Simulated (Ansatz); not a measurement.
# LiMg: the cost of one run

All numbers are computed with the Python package of Ansatz 0.2.0. Level of theory: DFT r2SCAN, plane waves, norm-conserving potentials.

## 1. The structure

LiMg R-3m: Symmetry: R-3m, No. 166, trigonal system. The conventional cell has a = 3.091 Å, b = 3.091 Å, c = 15.243 Å, α = 90.00°, β = 90.00°, γ = 120.00°. Li (site symmetry -3m) has 6 Li at 3.09 Å and 6 Mg at 3.10 Å as nearest neighbours. Mg (site symmetry -3m) has 6 Mg at 3.09 Å and 6 Li at 3.10 Å as nearest neighbours.

Li Pmmm: It takes space group Pmmm (No. 47, orthorhombic). Conventional cell: a = 9.000 Å, b = 9.500 Å, c = 10.000 Å, α = 90.00°, β = 90.00°, γ = 90.00°.

Mg Pmmm: Symmetry: Pmmm, No. 47, orthorhombic system. Conventional cell: a = 9.000 Å, b = 9.500 Å, c = 10.000 Å, α = 90.00°, β = 90.00°, γ = 90.00°.

No structure file is read: the coordinates are typed or built in the script.

## 2. Script

Contents of cohesive_limg.py:

```python
'''Cohesive energy of LiMg from free atoms.'''

from collections import Counter
import warnings

import ansatz as az

TOLERANCE = 1e-05
N_EMPTY = 12
KSPACING = 0.26
FILLING = 'gaussian'
SMEARING_WIDTH = 0.02


def counts(outcome):
    return Counter(site.symbol for site in outcome.lattice.sites)

UNPAIRED = {'Li': 1, 'Mg': 0}  # unpaired electrons of the free atoms


def ground_state(name, crystal):
    calc = (
        crystal.calculation()
        .accuracy('low')
        .scf(tolerance=TOLERANCE, extra_bands=N_EMPTY)
        .pseudopotentials('nc')
        .functional(az.Functional.R2SCAN)
        .kpoints(spacing=KSPACING)
        .occupations(FILLING, width=SMEARING_WIDTH)
    )
    if name.endswith(' atom'):
        calc = calc.kpoints(1, 1, 1).occupations('fermi_dirac', width=0.01)
        if UNPAIRED[name.split()[0]]:
            calc = calc.spin('collinear')
        return calc.run(threads=1)
    calc = calc.relax(force_tolerance=0.01, max_steps=40, cell=True)
    return calc.run(threads=1)

warnings.simplefilter('ignore', az.DeckWarning)

phases = {}
limg = (
    az.Lattice.from_parameters(3.0915, 3.0915, 15.24316, alpha=90, beta=90, gamma=120)
    .space_group(166)
    .atom('Li', (0.0, 0.0, 0.0))
    .atom('Mg', (2 / 3, 1 / 3, 5 / 6))
    .primitive()
)
phases['LiMg'] = limg
# a box with unlike edges lets an open shell break the spherical symmetry
for element, moment in UNPAIRED.items():
    phases[f'{element} atom'] = az.Lattice.orthorhombic(9.0, 9.5, 10.0).atom(element, (0.5, 0.5, 0.5), moment=moment or None)

done = {}
for name, crystal in phases.items():
    done[name] = ground_state(name, crystal)
    print(f'{name}: {done[name].report["energy_sigma0_ev"]:.4f} eV, {len(done[name].lattice.sites)} atoms')

for element in UNPAIRED:
    atom = done[f'{element} atom'].report
    print(f'{element} atom: {atom["energy_sigma0_ev"]:.4f} eV, moment {atom["magnetization_mub"]:.2f} muB')
solid = done['LiMg']
n = counts(solid)
binding = (sum(k * done[f'{e} atom'].report['energy_sigma0_ev'] for e, k in n.items()) - solid.report['energy_sigma0_ev']) / sum(n.values())
print(f'cohesive energy {binding:.3f} eV/atom = {96.4853 * binding:.0f} kJ/mol of atoms (no zero-point energy)')
```

## 3. The run

Started as:

```bash
$ python cohesive_limg.py
```

**Question.** How long does this script take on 1 thread of Arm Neoverse V2, shared host, and how much memory does it need?

About 2.3 min, with a peak of 2.3 GiB.
